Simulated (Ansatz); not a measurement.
# MnZn3: properties at the relaxed cell

This session takes MnZn3 and sets out to fit an equation of state.

Computed with Ansatz 0.2.0 (DFT PBEsol, scalar-relativistic, plane waves, PAW, unless a step's input says otherwise).

## (1) The system as given

The structure is cubic, space group Pm-3m (No. 221). The conventional cell has a = 3.726 Å, b = 3.726 Å, c = 3.726 Å, α = 90.00°, β = 90.00°, γ = 90.00°. Around Mn (site symmetry m-3m) lie 12 Zn at 2.63 Å. Zn (site symmetry 4/mmm) is surrounded by 4 Mn at 2.63 Å and 8 Zn at 2.63 Å.

Coordinates:

```cif
data_structure
_symmetry_space_group_name_H-M 'Pm-3m'
_symmetry_Int_Tables_number 221
_cell_length_a 3.7255
_cell_length_b 3.7255
_cell_length_c 3.7255
_cell_angle_alpha 90.000
_cell_angle_beta 90.000
_cell_angle_gamma 90.000
_cell_volume 51.71
loop_
_atom_site_label
_atom_site_type_symbol
_atom_site_symmetry_multiplicity
_atom_site_Wyckoff_symbol
_atom_site_fract_x
_atom_site_fract_y
_atom_site_fract_z
_atom_site_occupancy
Mn1 Mn 1 a 0.00000 0.00000 0.00000 1
Zn1 Zn 3 c 0.00000 0.50000 0.50000 1
```

It is the result of an earlier relaxation at this level (volume 12.93 Å³/atom; gap on the mesh: none (metal), site moments up to 2.5 μB).

## (2) Point at V/V0 = 0.97

Contents of input.yaml:

```yaml
crystal:
  lattice:
    - [3.6878895713, 0.0, 0.0]
    - [0.0, 3.6878895713, 0.0]
    - [0.0, 0.0, 3.6878895713]
  atoms:
    - { symbol: Mn, position: [0.0, 0.0, 0.0], spin: 2.74 }
    - { symbol: Zn, position: [0.0, 0.5, 0.5] }
    - { symbol: Zn, position: [0.5, 0.0, 0.5] }
    - { symbol: Zn, position: [0.5, 0.5, 0.0] }
basis:
  ecutwfc: 420
kpoints:
  mp_grid: { grid: [12, 12, 12] }
hamiltonian:
  xc: pbesol
scf:
  occupations: { method: gaussian, width: 0.1 }
output:
  forces: true
  stress: true
  eigenvalues: true
  populations: true
magnetization:
  spin_polarized: true
```

On the command line:

```sh
ansatz run input.yaml --threads 1 --pin off --max-ram 2560MiB --backend cpu --events-out ev --progress --plain --runs-dir out
```

## (3) Point at V/V0 = 1.03

input.yaml, as its differences from that of step 2:

```diff
@@ -2,5 +2,5 @@
   lattice:
-    - [3.6878895713, 0.0, 0.0]
-    - [0.0, 3.6878895713, 0.0]
-    - [0.0, 0.0, 3.6878895713]
+    - [3.7624124691, 0.0, 0.0]
+    - [0.0, 3.7624124691, 0.0]
+    - [0.0, 0.0, 3.7624124691]
   atoms:
```

## (4) Volume × 0.94

input.yaml, as its differences from that of step 3:

```diff
@@ -2,5 +2,5 @@
   lattice:
-    - [3.7624124691, 0.0, 0.0]
-    - [0.0, 3.7624124691, 0.0]
-    - [0.0, 0.0, 3.7624124691]
+    - [3.6494712611, 0.0, 0.0]
+    - [0.0, 3.6494712611, 0.0]
+    - [0.0, 0.0, 3.6494712611]
   atoms:
```

## (5) Point at V/V0 = 1.06

input.yaml, as its differences from that of step 4:

```diff
@@ -2,5 +2,5 @@
   lattice:
-    - [3.6494712611, 0.0, 0.0]
-    - [0.0, 3.6494712611, 0.0]
-    - [0.0, 0.0, 3.6494712611]
+    - [3.7985917315, 0.0, 0.0]
+    - [0.0, 3.7985917315, 0.0]
+    - [0.0, 0.0, 3.7985917315]
   atoms:
```

## (6) The cell scaled to 0.91 of its volume

input.yaml, as its differences from that of step 5:

```diff
@@ -2,5 +2,5 @@
   lattice:
-    - [3.7985917315, 0.0, 0.0]
-    - [0.0, 3.7985917315, 0.0]
-    - [0.0, 0.0, 3.7985917315]
+    - [3.6102265931, 0.0, 0.0]
+    - [0.0, 3.6102265931, 0.0]
+    - [0.0, 0.0, 3.6102265931]
   atoms:
@@ -23,2 +23,6 @@
   populations: true
+  write_density: true
+  write_potential: true
+  elf: true
+  volumetric_format: npy
 magnetization:
```

## (7) Volume × 1.10

input.yaml, as its differences from that of step 6:

```diff
@@ -2,5 +2,5 @@
   lattice:
-    - [3.6102265931, 0.0, 0.0]
-    - [0.0, 3.6102265931, 0.0]
-    - [0.0, 0.0, 3.6102265931]
+    - [3.8457840319, 0.0, 0.0]
+    - [0.0, 3.8457840319, 0.0]
+    - [0.0, 0.0, 3.8457840319]
   atoms:
@@ -23,6 +23,2 @@
   populations: true
-  write_density: true
-  write_potential: true
-  elf: true
-  volumetric_format: npy
 magnetization:
```

## (8) Point at V/V0 = 0.88

input.yaml, as its differences from that of step 7:

```diff
@@ -2,5 +2,5 @@
   lattice:
-    - [3.8457840319, 0.0, 0.0]
-    - [0.0, 3.8457840319, 0.0]
-    - [0.0, 0.0, 3.8457840319]
+    - [3.5701096438, 0.0, 0.0]
+    - [0.0, 3.5701096438, 0.0]
+    - [0.0, 0.0, 3.5701096438]
   atoms:
```

(Steps that only read results are left out.)

What does the calculation give? Wanted: equilibrium volume of the fit; bulk modulus.

As calculated:

| quantity | value |
| --- | --- |
| equilibrium volume of the fit | 12.92 Å³/atom |
| bulk modulus | 106 GPa |
| its pressure derivative | 5.5 |

The fit puts the minimum at 12.92 Å³/atom with B = 106 GPa and B' = 5.5.
